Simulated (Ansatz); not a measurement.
# C₃H₇BFGa: vertical ionisation energy

How much energy removes an electron from C₃H₇BFGa at fixed geometry? The cation is run at each level and the neutral's energy taken from earlier runs.

Method: unrestricted cation, the program's frozen cores in correlated methods; program: Ansatz 0.2.0, Gaussian basis.

Plan: UKS PBE-D4/def2-TZVPP; UKS r2SCAN-D4/def2-TZVPP; UKS PBE0-D4/def2-TZVPP; UKS B3LYP-D4/def2-TZVPP; UKS wB97X-V/def2-TZVPP; UKS wB97M-V/def2-TZVPP; UKS B2PLYP/def2-TZVPP; UHF-CCSD(T)/def2-TZVPP; UHF-MP2/def2-QZVPP; extrapolation to the limit; then −ε(HOMO) from the neutral's earlier runs with LDA (SPW92), PBE-D4, revPBE-D4, BLYP-D4, r2SCAN-D4, B97M-V, PBE0-D4, B3LYP-D4, r2SCANh-D4, r2SCAN0-D4, HSE06-D4, BHLYP-D4, CAM-B3LYP-D4, LC-ωPBE, ωB97X-V, ωB97M-V.

### Step 1. The relaxed structure

An earlier PBE0-D4 in a triple-zeta def2 set relaxation fixed the geometry.

13 atoms, charge 0, spin multiplicity 1.

Atoms are counted from 1 here; the program's logs count them from 0.

Bond lengths: C1–C2 1.338 Å, C1–H7 1.086 Å, C1–H8 1.086 Å, C2–B3 1.544 Å, C2–H9 1.089 Å, B3–C4 1.560 Å, B3–Ga5 2.103 Å, C4–H10 1.101 Å, C4–H11 1.093 Å, C4–H12 1.094 Å, Ga5–F6 1.778 Å, Ga5–H13 1.572 Å. Angles: C2–C1–H7 121.5°, C2–C1–H8 122.4°, H7–C1–H8 116.1°, C1–C2–B3 121.1°, C1–C2–H9 117.1°, B3–C2–H9 121.2°, C2–B3–C4 122.1°, C2–B3–Ga5 118.0°, C4–B3–Ga5 119.9°, B3–C4–H10 105.6°, B3–C4–H11 114.6°, B3–C4–H12 114.7°, H10–C4–H11 105.2°, H10–C4–H12 106.4°, H11–C4–H12 109.5°, B3–Ga5–F6 113.9°, B3–Ga5–H13 136.3°, F6–Ga5–H13 109.8°.

### Step 2. Cation, UKS PBE-D4/def2-TZVPP

in.yaml

```yaml
crystal:
  periodic: [false, false, false]
  atoms:
    - {symbol: C, position_ang: [-2.152053, -0.521389, -0.004542]}
    - {symbol: C, position_ang: [-1.228599, 0.443796, -0.087081]}
    - {symbol: B, position_ang: [0.278241, 0.115487, -0.015043]}
    - {symbol: C, position_ang: [0.874061, -1.185274, -0.638018]}
    - {symbol: Ga, position_ang: [1.543167, 1.494060, 0.946041]}
    - {symbol: F, position_ang: [1.962644, 2.902995, -0.053284]}
    - {symbol: H, position_ang: [-1.875383, -1.571571, 0.007834]}
    - {symbol: H, position_ang: [-3.212757, -0.306295, 0.088671]}
    - {symbol: H, position_ang: [-1.583312, 1.473341, -0.065594]}
    - {symbol: H, position_ang: [1.374975, -0.866610, -1.565588]}
    - {symbol: H, position_ang: [1.655938, -1.659333, -0.038850]}
    - {symbol: H, position_ang: [0.131950, -1.934407, -0.929054]}
    - {symbol: H, position_ang: [2.231130, 1.615211, 2.354496]}
basis:
  gaussian: {orbitals: def2-TZVPP}
total_charge: 1
magnetization: {spin_polarized: true, initial_magnetization: 1}
hamiltonian: {xc: pbe, dispersion: d4}
```

Run with:

```
> ansatz run in.yaml --threads 2 --pin off --events-out ev --progress --plain --max-ram 32768MiB --backend cuda --devices 0, --max-vram 18GiB
```

The program printed:

```text
Functional definition: PBE
  name "PBE"
  cite "Perdew, Burke & Ernzerhof, Phys. Rev. Lett. 77, 3865 (1996) doi:10.1103/PhysRevLett.77.3865"
  parent pbe
  parameter kappa = 0.804
  parameter beta = 0.06672455060314922
  exchange = pbe_x(kappa = kappa, mu = beta*pi^2/3)
  correlation = pbe_c(beta = beta)
1646 factors; their error is unknown
mean field evaluation 1: about -58940.8460 eV, gradient 8.8e1 eV
mean field evaluation 2: about -58676.9176 eV, gradient 2.3e2 eV
mean field evaluation 4: about -58957.1018 eV, gradient 6.4e1 eV
mean field evaluation 8: about -58974.2160 eV, gradient 2.9e0 eV
mean field evaluation 16: about -58974.2255 eV, gradient 4.7e-2 eV
mean field evaluation 32: about -58972.2273 eV, gradient 4.6e0 eV
mean field -58974.22554134 eV, -2167.2628144783 hartree, gradient 5.9e-5 eV, S^2 0.753835; 3 other end points of the search recorded, 0 dependent functions left out
reference -58974.22558849 eV, -2167.2628162111 hartree; 35, 34 occupied and 266, 267 virtual orbitals, 1646 factors
Total energy: -58974.47788131 eV, -2167.2720878011 hartree
```

It took 8.1 s on 1 × H100 (card shared with other runs) with 2 threads of AMD EPYC 7R13, shared host; peak host memory 0.89 GiB.

Less the neutral's -58983.3216 eV (earlier run), this gives 8.844 eV. ⟨S²⟩ = 0.754.

### Step 3. Cation, UKS r2SCAN-D4/def2-TZVPP

Changes to in.yaml since step 2:

```diff
@@ -20,2 +20,2 @@
 magnetization: {spin_polarized: true, initial_magnetization: 1}
-hamiltonian: {xc: pbe, dispersion: d4}
+hamiltonian: {xc: r2scan, dispersion: d4}
```

Same command.

The program printed (excerpt; [...] marks lines left out):

```text
Functional definition: r2SCAN
  name "r2SCAN"
  cite "Furness, Kaplan, Ning, Perdew & Sun, J. Phys. Chem. Lett. 11, 8208 (2020) doi:10.1021/acs.jpclett.0c02405"
  cite "Furness, Kaplan, Ning, Perdew & Sun, J. Phys. Chem. Lett. 11, 9248 (2020) doi:10.1021/acs.jpclett.0c03077"
  parent r2scan
[...]
1646 factors; their error is unknown
[...]
mean field -58986.45537292 eV, -2167.7122524995 hartree, gradient 4.4e-5 eV, S^2 0.762647; 1 other end points of the search recorded, 0 dependent functions left out
reference -58986.45538980 eV, -2167.7122531196 hartree; 35, 34 occupied and 266, 267 virtual orbitals, 1646 factors
Total energy: -58986.51911992 eV, -2167.7145951582 hartree
```

Wall time 7 s (1 × H100 (card shared with other runs) with 2 threads of AMD EPYC 7R13, shared host); peak host memory 0.95 GiB.

Less the neutral's -58995.4556 eV (earlier run), this gives 8.936 eV. ⟨S²⟩ = 0.763.

### Step 4. Cation, UKS PBE0-D4/def2-TZVPP

Changes to in.yaml since step 3:

```diff
@@ -20,2 +20,2 @@
 magnetization: {spin_polarized: true, initial_magnetization: 1}
-hamiltonian: {xc: r2scan, dispersion: d4}
+hamiltonian: {xc: pbe0, dispersion: d4}
```

The command is unchanged.

The program printed:

```text
Functional definition: PBE0
  name "PBE0"
  cite "Adamo & Barone, J. Chem. Phys. 110, 6158 (1999) doi:10.1063/1.478522"
  cite "Perdew, Burke & Ernzerhof, Phys. Rev. Lett. 77, 3865 (1996) doi:10.1103/PhysRevLett.77.3865"
  parent pbe
  parameter a = 0.25
  parameter kappa = 0.804
  parameter beta = 0.06672455060314922
  exchange = (1 - a)*pbe_x(kappa = kappa, mu = beta*pi^2/3) + a*exact_x
  correlation = pbe_c(beta = beta)
1691 factors; their error is unknown
mean field evaluation 1: about -58953.3894 eV, gradient 7.2e1 eV
mean field evaluation 2: about -58864.8485 eV, gradient 1.6e2 eV
mean field evaluation 4: about -58974.3287 eV, gradient 1.6e1 eV
mean field evaluation 8: about -58975.4410 eV, gradient 2.5e-1 eV
mean field evaluation 16: about -58975.6290 eV, gradient 1.1e-2 eV
mean field -58975.62902560 eV, -2167.3143915738 hartree, gradient 5.3e-5 eV, S^2 0.761005; 2 other end points of the search recorded, 0 dependent functions left out
reference -58975.62906084 eV, -2167.3143928689 hartree; 35, 34 occupied and 266, 267 virtual orbitals, 1691 factors
Total energy: -58975.84463156 eV, -2167.3223149466 hartree
```

Run time: 8.6 s. Hardware: 1 × H100 (card shared with other runs) with 2 threads of AMD EPYC 7R13, shared host; peak host memory 0.9 GiB.

The neutral molecule at this level: -58984.9799 eV. Difference: 9.135 eV. ⟨S²⟩ = 0.761.

### Step 5. Cation, UKS B3LYP-D4/def2-TZVPP

Changes to in.yaml since step 4:

```diff
@@ -20,2 +20,2 @@
 magnetization: {spin_polarized: true, initial_magnetization: 1}
-hamiltonian: {xc: pbe0, dispersion: d4}
+hamiltonian: {xc: {name: B3LYP}, dispersion: d4}
```

Same command.

The program printed (excerpt; [...] marks lines left out):

```text
Functional definition: B3LYP
  name "B3LYP"
  cite "Stephens, Devlin, Chabalowski & Frisch, J. Phys. Chem. 98, 11623 (1994) doi:10.1021/j100096a001"
  cite "Becke, Phys. Rev. A 38, 3098 (1988) doi:10.1103/PhysRevA.38.3098"
  cite "Lee, Yang & Parr, Phys. Rev. B 37, 785 (1988) doi:10.1103/PhysRevB.37.785"
  cite "Vosko, Wilk & Nusair, Can. J. Phys. 58, 1200 (1980) doi:10.1139/p80-159"
[...]
1681 factors; their error is unknown
[...]
mean field -58991.94659026 eV, -2167.9140510144 hartree, gradient 6.8e-5 eV, S^2 0.758863; 2 other end points of the search recorded, 0 dependent functions left out
reference -58991.94688468 eV, -2167.9140618341 hartree; 35, 34 occupied and 266, 267 virtual orbitals, 1681 factors
Total energy: -58992.35373276 eV, -2167.9290132254 hartree
```

It took 4.8 s on 1 × H100 (card shared with other runs) with 2 threads of AMD EPYC 7R13, shared host; peak host memory 0.89 GiB.

The neutral molecule at this level: -59001.5305 eV. Difference: 9.177 eV. ⟨S²⟩ = 0.759.

### Step 6. Cation, UKS wB97X-V/def2-TZVPP

Changes to in.yaml since step 5:

```diff
@@ -20,2 +20,2 @@
 magnetization: {spin_polarized: true, initial_magnetization: 1}
-hamiltonian: {xc: {name: B3LYP}, dispersion: d4}
+hamiltonian: {xc: {name: wB97X-V}}
```

The command is unchanged.

The program printed (excerpt; [...] marks lines left out):

```text
Functional definition: wB97X-V
  name "wB97X-V"
  cite "Mardirossian & Head-Gordon, Phys. Chem. Chem. Phys. 16, 9904 (2014) doi:10.1039/C3CP54374A"
  cite "Becke, J. Chem. Phys. 107, 8554 (1997) doi:10.1063/1.475007"
  cite "Vydrov & Van Voorhis, J. Chem. Phys. 133, 244103 (2010) doi:10.1063/1.3521275"
[...]
      + integral(e_c_pw_opposite_spin*poly(b97_u_opposite, cos0, cos1)) + vv10(b, c)
1681 factors; their error is unknown
419 factors; integrals over basis functions are off by at most 8.8e-6 eV
[...]
mean field -58983.11694432 eV, -2167.5895675112 hartree, gradient 3.8e-5 eV, S^2 0.763241; 2 other end points of the search recorded, 0 dependent functions left out
reference -58983.11694200 eV, -2167.5895674261 hartree; 35, 34 occupied and 266, 267 virtual orbitals, 1681 factors
Total energy: -58983.11694200 eV, -2167.5895674261 hartree
```

It took 14 s on 1 × H100 (card shared with other runs) with 2 threads of AMD EPYC 7R13, shared host; peak host memory 1 GiB.

The neutral molecule at this level: -58992.4633 eV. Difference: 9.346 eV. ⟨S²⟩ = 0.763.

### Step 7. Cation, UKS wB97M-V/def2-TZVPP

Changes to in.yaml since step 6:

```diff
@@ -20,2 +20,2 @@
 magnetization: {spin_polarized: true, initial_magnetization: 1}
-hamiltonian: {xc: {name: wB97X-V}}
+hamiltonian: {xc: {name: wB97M-V}}
```

The command is unchanged.

The program printed (excerpt; [...] marks lines left out):

```text
Functional definition: wB97M-V
  name "wB97M-V"
  cite "Mardirossian & Head-Gordon, J. Chem. Phys. 144, 214110 (2016) doi:10.1063/1.4952647"
  cite "Becke, J. Chem. Phys. 107, 8554 (1997) doi:10.1063/1.475007"
  cite "Vydrov & Van Voorhis, J. Chem. Phys. 133, 244103 (2010) doi:10.1063/1.3521275"
  # Of w^i u^j: cxij and so on, Table III.
[...]
  gx(w, u) = 1 - cx + cx01*u + cx10*w
  gss(w, u) = css00 + css04*u^4 + css10*w + css20*w^2 + css43*w^4*u^3
  gos(w, u) = cos00 + cos10*w + (cos20 + cos21*u)*w^2 + (cos60 + cos61*u)*w^6
[...]
      + integral(e_c_pw_mod_opposite_spin*gos(b97_w_opposite, b97_u_opposite)) + vv10(b, c)
1681 factors; their error is unknown
419 factors; integrals over basis functions are off by at most 8.8e-6 eV
[...]
mean field -58984.31679040 eV, -2167.6336610412 hartree, gradient 3.4e-5 eV, S^2 0.759359; 2 other end points of the search recorded, 0 dependent functions left out
reference -58984.31684743 eV, -2167.6336631371 hartree; 35, 34 occupied and 266, 267 virtual orbitals, 1681 factors
Total energy: -58984.31684743 eV, -2167.6336631371 hartree
```

Run time: 9.5 s. Hardware: 1 × H100 (card shared with other runs) with 2 threads of AMD EPYC 7R13, shared host; peak host memory 1.1 GiB.

Less the neutral's -58993.6537 eV (earlier run), this gives 9.337 eV. ⟨S²⟩ = 0.759.

### Step 8. Cation, UKS B2PLYP (frozen core)/def2-TZVPP

Changes to in.yaml since step 7:

```diff
@@ -20,2 +20,2 @@
 magnetization: {spin_polarized: true, initial_magnetization: 1}
-hamiltonian: {xc: {name: wB97M-V}}
+hamiltonian: {xc: {name: B2PLYP}}
```

Launched as before.

The program printed (excerpt; [...] marks lines left out):

```text
Functional definition: B2PLYP
  name "B2PLYP"
  cite "Grimme, J. Chem. Phys. 124, 034108 (2006) doi:10.1063/1.2148954"
  cite "Becke, Phys. Rev. A 38, 3098 (1988) doi:10.1103/PhysRevA.38.3098"
  cite "Lee, Yang & Parr, Phys. Rev. B 37, 785 (1988) doi:10.1103/PhysRevB.37.785"
[...]
1819 factors; integrals over basis functions are off by at most 1.1e-3 eV
[...]
mean field -58965.57883920 eV, -2166.9450540359 hartree, gradient 8.9e-6 eV, S^2 0.776642; 4 other end points of the search recorded, 0 dependent functions left out
14 core orbitals not correlated: weight in the atoms' cores, before any rotation towards them, 1.000 or more for the frozen orbitals, at most 0.000 for the correlated occupied ones
reference -58965.57902532 eV, -2166.9450608754 hartree; 21, 20 occupied and 266, 267 virtual orbitals, 1819 factors
second order -34.86686697 eV of doubles, -0.00000000 eV of singles
Total energy: -58974.99307940 eV, -2167.2910209818 hartree
```

It took 9 s on 1 × H100 (card shared with other runs) with 2 threads of AMD EPYC 7R13, shared host; peak host memory 1.4 GiB.

The neutral molecule at this level: -58984.2006 eV. Difference: 9.208 eV. ⟨S²⟩ = 0.777.

### Step 9. Cation, UHF-CCSD(T)/def2-TZVPP

Changes to in.yaml since step 8:

```diff
@@ -20,2 +20,3 @@
 magnetization: {spin_polarized: true, initial_magnetization: 1}
-hamiltonian: {xc: {name: B2PLYP}}
+correlation: {method: ccsd_t}
+scf: {omitted_lower_state_checks: [cluster_reference]}
```

The command is unchanged.

The program printed (excerpt; [...] marks lines left out):

```text
Functional definition: HF
  name "HF"
  cite "Fock, Z. Phys. 61, 126 (1930) doi:10.1007/BF01340294"
  parent pbe
[...]
1819 factors; integrals over basis functions are off by at most 1.1e-3 eV
[...]
mean field -58908.37335475 eV, -2164.8427912576 hartree, gradient 4.0e-6 eV, S^2 0.865961; 5 other end points of the search recorded, 0 dependent functions left out
14 core orbitals not correlated: weight in the atoms' cores, before any rotation towards them, 1.000 or more for the frozen orbitals, at most 0.000 for the correlated occupied ones
reference -58908.37335475 eV, -2164.8427912576 hartree; 21, 20 occupied and 266, 267 virtual orbitals, 1819 factors
second order -28.22505386 eV of doubles, -0.00000000 eV of singles
cycle   1  -28.26797993 eV  change   -4.3e-2 eV  update   1.5e-1
[...]
cycle  16  -29.38062705 eV  change   -2.6e-5 eV  update   3.4e-5
perturbative correction -1.24950620 eV, -0.0459185058 hartree
Total energy: -58939.00348800 eV, -2165.9684278925 hartree
Checks for a lower state left out: cluster_reference
```

Wall time 46 s (1 × H100 (card shared with other runs) with 2 threads of AMD EPYC 7R13, shared host); peak host memory 1.8 GiB.

The neutral molecule at this level: -58948.4045 eV. Difference: 9.401 eV. ⟨S²⟩ = 0.866. T1 = 0.025 (report).

### Step 10. Cation, UHF-MP2/def2-QZVPP

Changes to in.yaml since step 9:

```diff
@@ -17,6 +17,6 @@
 basis:
-  gaussian: {orbitals: def2-TZVPP}
+  gaussian: {orbitals: "def2-QZVPP.json"}
 total_charge: 1
 magnetization: {spin_polarized: true, initial_magnetization: 1}
-correlation: {method: ccsd_t}
+correlation: {method: mp2}
 scf: {omitted_lower_state_checks: [cluster_reference]}
```

Launched as before.

The program printed (excerpt; [...] marks lines left out):

```text
Functional definition: HF
  name "HF"
  cite "Fock, Z. Phys. 61, 126 (1930) doi:10.1007/BF01340294"
  parent pbe
[...]
3552 factors; integrals over basis functions are off by at most 7.3e-4 eV
[...]
mean field -58909.78473937 eV, -2164.8946586857 hartree, gradient 3.1e-6 eV, S^2 0.865904; 5 other end points of the search recorded, 0 dependent functions left out
14 core orbitals not correlated: weight in the atoms' cores, before any rotation towards them, 1.000 or more for the frozen orbitals, at most 0.000 for the correlated occupied ones
reference -58909.78473937 eV, -2164.8946586857 hartree; 21, 20 occupied and 549, 550 virtual orbitals, 3552 factors
second order -36.53665791 eV of doubles, -0.00000000 eV of singles
Total energy: -58946.32139728 eV, -2166.2373560984 hartree
Checks for a lower state left out: cluster_reference
```

It took 17 s on 1 × H100 (card shared with other runs) with 2 threads of AMD EPYC 7R13, shared host; peak host memory 1.3 GiB.

Less the neutral's -58955.9845 eV (earlier run), this gives 9.663 eV. ⟨S²⟩ = 0.866.

### Step 11. Extrapolating to the complete basis

This step is arithmetic on the last runs, with X = 3 and 4: exp(−7.88√X) for Hartree-Fock, X^−2.97 for correlation; only MP2 was run in the larger set, so CCSD(T) minus MP2 is added from the smaller one.

| level | energy at the limit (eV) |
| --- | --- |
| HF | -58909.9791 |
| MP2 | -58952.6725 |
| CCSD | -58953.8281 |
| CCSD(T) | -58955.0776 |

This is no true limit for total energies: MP2 correlation changes by a factor of 1.29 from triple to quadruple zeta (about 1.07 in light molecules), because outer-core shells are correlated in sets not made for them. Much of that cancels between molecule and atoms or ions.

The neutral's limit, from its own earlier runs, is -58964.6630 eV in the additive form (MP2 limit plus CCSD(T) minus MP2 in triple zeta), in which the cation has -58955.0776 eV.

### Step 12. The ladder

Differences are taken before rounding.

| method | ionisation energy (eV) | from CCSD(T)/CBS (eV) | time |
| --- | --- | --- | --- |
| PBE-D4 | 8.84 | -0.74 | 16 s |
| r2SCAN-D4 | 8.94 | -0.65 | 19 s |
| PBE0-D4 | 9.14 | -0.45 | 16 s |
| B3LYP-D4 | 9.18 | -0.41 | 12 s |
| ωB97X-V | 9.35 | -0.24 | 21 s |
| ωB97M-V | 9.34 | -0.25 | 20 s |
| B2PLYP | 9.21 | -0.38 | 16 s |
| HF/def2-TZVPP | 8.65 | -0.93 |  |
| MP2/def2-TZVPP | 9.56 | -0.03 |  |
| CCSD/def2-TZVPP | 9.43 | -0.15 |  |
| CCSD(T)/def2-TZVPP | 9.40 | -0.18 | 54 s |
| CCSD(T)/CBS | 9.59 | 0 | 80 s |

Among the levels timed on like hardware and quicker than the yardstick, those that no quicker one beats, quickest first: B3LYP-D4 (12 s, -0.41 eV); B2PLYP (16 s, -0.38 eV); ωB97M-V (20 s, -0.25 eV); ωB97X-V (21 s, -0.24 eV); CCSD(T)/def2-TZVPP (54 s, -0.18 eV). Runs this short are mostly start-up, so their order is noise.

Times add the cation's run and the neutral's; HF, MP2 and CCSD come out of the CCSD(T) runs.

For comparison, −ε(HOMO) of the neutral from earlier runs:

| functional | −ε(HOMO) (eV) | by energy difference (eV) |
| --- | --- | --- |
| LDA (SPW92) | 6.18 |  |
| PBE-D4 | 6.05 | 8.84 |
| revPBE-D4 | 5.99 |  |
| BLYP-D4 | 5.95 |  |
| r2SCAN-D4 | 6.30 | 8.94 |
| B97M-V | 6.36 |  |
| PBE0-D4 | 7.22 | 9.14 |
| B3LYP-D4 | 7.05 | 9.18 |
| r2SCANh-D4 | 6.73 |  |
| r2SCAN0-D4 | 7.38 |  |
| HSE06-D4 | 6.83 |  |
| BHLYP-D4 | 8.31 |  |
| CAM-B3LYP-D4 | 8.55 |  |
| LC-ωPBE | 9.83 |  |
| ωB97X-V | 9.49 | 9.35 |
| ωB97M-V | 9.33 | 9.34 |

### Step 13. Outcome

| quantity | value |
| --- | --- |
| ionisation energy, CCSD(T)/CBS | 9.59 eV |
| nearest functional by difference | ωB97X-V (-0.24 eV) |
| nearest −ε(HOMO) | ωB97X-V (-0.10 eV) |
| −ε(HOMO) of PBE | 6.05 eV |
| T1 of the cation | 0.025 |

What this shows: By cation minus neutral, the functionals miss by 0.74 eV at most. −ε(HOMO) of PBE misses by 3.5 eV, since self-interaction lifts the level. Among orbital estimates ωB97X-V comes nearest. Hartree-Fock falls 0.93 eV short, as the neutral has more correlation energy than the cation. The cation may have settled in a state other than its lowest; no search over hole states beyond the program's own was made. Correlated methods include outer-core shells of Ga, which these sets cover unevenly. With outer-core shells in play the reference is unsure by up to some tenths of an eV, so close misses can't be ranked.

CCSD(T)/def2-TZVPP reaches 0.18 eV from the reference in 54 s, where CCSD(T)/CBS took 80 s.
